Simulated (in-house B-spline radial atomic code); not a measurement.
# Cs⁴⁶⁺: Hartree-Fock with and without relativity

How do the shells of Cs⁴⁶⁺ move when the Schrödinger Hamiltonian gives way to Dirac's?

Program: in-house B-spline radial atomic code version 1. Level of theory: Hartree-Fock averaged over the configuration, non-relativistic (point nucleus) and Dirac-Coulomb (finite nucleus); spherical all-electron atom at the radial basis limit. These are calculated values, not measurements, unless marked.

## (1) Starting point

- element: caesium (Z = 55)
- charge: +46
- electrons: 9
- configuration: [He] 2s2 2p5
- nucleus: point (non-relativistic run); Fermi, rms radius 4.804 fm (Dirac runs)

The outer shells:

[He] 2s2 2p5
```
[He] core
2s [↑↓]
2p [↑↓][↑↓][↑ ]
```

The boxes draw the filling by Hund's rule, which heavy ions in jj coupling don't follow; these runs average over all states of the configuration.

## (2) Non-relativistic run

Settings of the run:

```ini
Z = 55
electrons = 9.0
configuration = [He] 2s2 2p5
hamiltonian = nr
method = hf
spin_polarised = False
```

## (3) Dirac-Coulomb run

Settings of the run:

```ini
Z = 55
electrons = 9.0
configuration = [He] 2s2 2p5
hamiltonian = dirac
method = hf
spin_polarised = False
nucleus = fermi
rms_radius = 4.8041
mass_number = 133
atomic_mass = 132.905451958
speed_of_light = 137.035999084
```

## (4) Dirac-Coulomb run in the lowest jj configuration, 1s2 2s2 2p-2 2p+3

In configurations, a minus sign after the shell means j = l − 1/2 and a plus sign j = l + 1/2; the count of electrons follows.

Settings: those of step 3 with these lines changed.

```diff
@@ -2,3 +2,3 @@
 electrons = 9.0
-configuration = [He] 2s2 2p5
+configuration = 1s2 2s2 2p-2 2p+3
 hamiltonian = dirac
```

Before running: How much does each shell's level and mean radius change with the Dirac Hamiltonian, and the total energy?

As calculated:

Levels and radii; the Dirac values are averaged over j with the occupations as weights.

| shell | ε non-rel. (eV) | ε Dirac (eV) | <r> non-rel. (bohr) | <r> Dirac (bohr) | change of <r> (%) |
| --- | --- | --- | --- | --- | --- |
| 1s | -38014.0 | -39640.1 | 0.02758 | 0.02606 | -5.51 |
| 2s | -8441.96 | -8895.62 | 0.1154 | 0.1087 | -5.78 |
| 2p | -8198.24 | -8369.09 | 0.09793 | 0.09493 | -3.06 |

What this shows: Relativity and the finite nucleus together change the total energy by -202.34 hartree (-3.8 %). First-order perturbation theory (mass-velocity plus Darwin) gives -182.81 hartree, which is 90 % of the full shift. The strongest contraction, averaged over j, is that of 2s (-5.78 %). Spin-orbit coupling splits the 2p level by 374.22 eV. The lowest jj configuration lies 122.70 eV below the average over the whole configuration. Breit terms add 4.47 hartree and QED terms 3.91 hartree.
